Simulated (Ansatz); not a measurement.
This was printed by a script on Ansatz 0.2.0, Python API, for a single point in a Gaussian basis of BH₅P₂S, SMILES PBSP. What did the script look like? Settings: Hartree-Fock, def2-SVP basis, multiplicity 1.

```yaml
atoms:
  - { symbol: P, position_ang: [0.3042, 2.1956, -0.3895] }
  - { symbol: B, position_ang: [0.8957, 0.5724, 0.3299] }
  - { symbol: S, position_ang: [-0.3184, -0.5929, 1.1955] }
  - { symbol: P, position_ang: [-0.6372, -1.6602, -0.6156] }
  - { symbol: H, position_ang: [-0.8720, 1.6171, -1.0928] }
  - { symbol: H, position_ang: [-0.4886, 2.6084, 0.7944] }
  - { symbol: H, position_ang: [2.0710, 0.3005, 0.2494] }
  - { symbol: H, position_ang: [-1.4139, -2.7016, 0.0617] }
  - { symbol: H, position_ang: [0.5478, -2.3857, -0.5501] }
```

```console
$ python energy.py
crystal:
  periodic: [false, false, false]
  atoms:
    - { symbol: P, position_ang: [0.3042, 2.1956, -0.3895] }
    - { symbol: B, position_ang: [0.8957, 0.5724, 0.3299] }
    - { symbol: S, position_ang: [-0.3184, -0.5929, 1.1955] }
    - { symbol: P, position_ang: [-0.6372, -1.6602, -0.6156] }
    - { symbol: H, position_ang: [-0.872, 1.6171, -1.0928] }
    - { symbol: H, position_ang: [-0.4886, 2.6084, 0.7944] }
    - { symbol: H, position_ang: [2.071, 0.3005, 0.2494] }
    - { symbol: H, position_ang: [-1.4139, -2.7016, 0.0617] }
    - { symbol: H, position_ang: [0.5478, -2.3857, -0.5501] }
basis:
  gaussian:
    orbitals: def2-SVP
hamiltonian:
  xc: hf
output:
  orbitals: {}
  forces: true

E = -30101.650839 eV = -1106.2152647 Ha
converged: True  doubts: none
mean field: -1106.2152647 Ha, <S^2> = 0.0000, stability: minimum
largest force 2.9416 eV/A, rms 0.8863
dipole (D): 0.187 -1.299 -0.318, length 1.351
atom  Mulliken   Lowdin
P        0.012    0.274
B        0.241   -0.412
S       -0.354    0.101
P        0.169    0.282
H       -0.015   -0.024
H       -0.021   -0.023
H       -0.030   -0.055
H        0.008   -0.060
H       -0.010   -0.083
HOMO -8.987 eV, LUMO 0.777 eV, gap 9.764 eV
```

The script that was run (others could print the same):

`energy.py`
```python
"""Electronic structure of the BH5P2S molecule."""

from pathlib import Path

import ansatz as az
import numpy as np

BASIS = "def2-SVP"
XC = "HF"


def main() -> None:
    mol = (
        az.Crystal.molecule()
        .atom("P", [0.3042, 2.1956, -0.3895])
        .atom("B", [0.8957, 0.5724, 0.3299])
        .atom("S", [-0.3184, -0.5929, 1.1955])
        .atom("P", [-0.6372, -1.6602, -0.6156])
        .atom("H", [-0.872, 1.6171, -1.0928])
        .atom("H", [-0.4886, 2.6084, 0.7944])
        .atom("H", [2.071, 0.3005, 0.2494])
        .atom("H", [-1.4139, -2.7016, 0.0617])
        .atom("H", [0.5478, -2.3857, -0.5501])
    )

    job = (
        mol.calculation()
        .basis(gaussian=BASIS)
        .functional(XC)
        .forces()
        .orbitals()
    )
    print(job.to_yaml())
    res = job.run(runs_dir="runs")
    rep = res.report

    print(f"E = {rep['free_energy_ev']:.6f} eV = {rep['free_energy_ev'] / 27.211386246:.7f} Ha")
    print("converged:", rep["converged"], " doubts:", rep["published_state_doubts"] or "none")

    state = rep["mean_field"]["state"]
    print(f"mean field: {state['energy']['hartree']:.7f} Ha, <S^2> = {abs(state['spin_squared']):.4f}, stability: {state.get('stability', {}).get('kind')}")

    symbols = [site.symbol for site in mol.cartesian_sites]
    forces = np.array(rep["forces_ev_ang"])
    print("largest force", round(float(np.linalg.norm(forces, axis=1).max()), 4), "eV/A, rms", round(float(np.sqrt((forces ** 2).mean())), 4))

    charges = rep["charge_distribution"]
    dipole = np.array(charges["dipole_moment_e_ang"]) * 4.803205
    print("dipole (D): {:.3f} {:.3f} {:.3f}, length {:.3f}".format(*dipole, np.linalg.norm(dipole)))
    print("atom  Mulliken   Lowdin")
    for symbol, m, l in zip(symbols, charges["mulliken_charges_e"], charges["lowdin_charges_e"]):
        print(f"{symbol:4s} {m:9.3f} {l:8.3f}")

    lines = Path(rep["orbitals_path"]).read_text().splitlines()
    field_of = lambda key: [line.split("=")[1].strip() for line in lines if line.startswith(key)]
    orbitals = [(27.211386 * float(e), s, float(n)) for e, s, n in zip(field_of("Ene="), field_of("Spin="), field_of("Occup="))]
    homo = max(e for e, _, n in orbitals if n > 0.5)
    lumo = min(e for e, _, n in orbitals if n < 0.5)
    print(f"HOMO {homo:.3f} eV, LUMO {lumo:.3f} eV, gap {lumo - homo:.3f} eV")


if __name__ == "__main__":
    main()
```

Reading the output:
- Total energies depend on the basis set; only differences at equal settings carry meaning.
- The geometry is a force-field or estimated start, not a minimum of this method, and the basis set is short of its limit.
- The Löwdin charges here are taken after orthogonalising the functions within each atom; they differ from plain Löwdin charges, and their signs can be unphysical.
- Levels such as HOMO and LUMO are orbital energies: in Hartree-Fock the gap is too wide and the LUMO hangs on the basis.
- Wall time of the script: 2 s on 1 thread of AMD EPYC 7R13 Processor (Zen 3), with other jobs on the host, peak memory 0.23 GiB.

(Lines on the test bed's own set-up are left out of the output.)
